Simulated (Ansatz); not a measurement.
# H4SSi, SMILES [SiH3]S: the interaction energy of a dimer with the counterpoise correction

Computed with Ansatz 0.2.0, Python API.

The cells in order, each with its output:

**Cell 1**
```python
import ansatz
```

**Cell 2**
```python
BASIS_SET = "def2-SVPD"
LEVEL = "mp2"
```

**Cell 3**
```python
FIRST = [
    ("Si", (-0.14, -0.3243, -0.419)),
    ("S", (0.8772, 0.0171, 1.3981)),
    ("H", (-1.6631, -0.0362, -0.1929)),
    ("H", (0.1019, -1.6563, -0.9121)),
    ("H", (0.3107, 0.6886, -1.4499)),
    ("H", (0.5135, 1.3113, 1.5759)),
]
SECOND = [
    ("Si", (1.9383, -0.716, 4.2469)),
    ("S", (3.1519, -2.4276, 4.4717)),
    ("H", (2.5969, 0.2179, 3.1753)),
    ("H", (1.7341, -0.0498, 5.508)),
    ("H", (0.6009, -1.1166, 3.6616)),
    ("H", (3.1215, -2.8492, 3.1832)),
]
```

**Cell 4**
```python
def energy(atoms, ghosts=()):
    molecule = ansatz.Crystal.molecule()
    for symbol, xyz in atoms:
        molecule = molecule.atom(symbol, xyz)
    calc = (
        molecule.calculation()
        .basis(gaussian=BASIS_SET)
        .correlation(LEVEL)  # correlation on top of the mean field
    )
    deck = calc.input()
    if ghosts:
        deck = deck.set(ansatz.key.basis.gaussian.ghost_atoms, [{"symbol": s, "position_ang": list(xyz)} for s, xyz in ghosts])
    return ansatz.Session.from_dict(deck).plan().execute().report["free_energy_ev"]
```

**Cell 5**
```python
# ghost atoms carry the functions of the partner
both = energy(FIRST + SECOND)
alone = energy(FIRST) + energy(SECOND)
ghosted = energy(FIRST, SECOND) + energy(SECOND, FIRST)
print(f"dimer {both:.6f} eV")
print(f"interaction, uncorrected   {(both - alone):8.3f} eV")
print(f"interaction, counterpoise  {(both - ghosted):8.3f} eV")
print(f"basis-set superposition    {(alone - ghosted):8.3f} eV")
```
Output:
```text
dimer -37488.864822 eV
interaction, uncorrected      0.330 eV
interaction, counterpoise     0.461 eV
basis-set superposition       0.131 eV
```

Uncorrected it is 0.330 eV, with the counterpoise correction 0.461 eV; the difference, 0.131 eV, is the superposition error. In this basis both values are repulsive.

What to keep in mind:
- Total energies depend on the basis set; only differences at equal settings carry meaning.
- The dimer is a generated trial pose of unrelaxed monomers, not a minimum, so the figure is no binding energy, and the basis set is small.
- Hardware and time: 12 s on 1 thread of Arm Neoverse V2, on a shared host, peak memory 0.45 GiB.
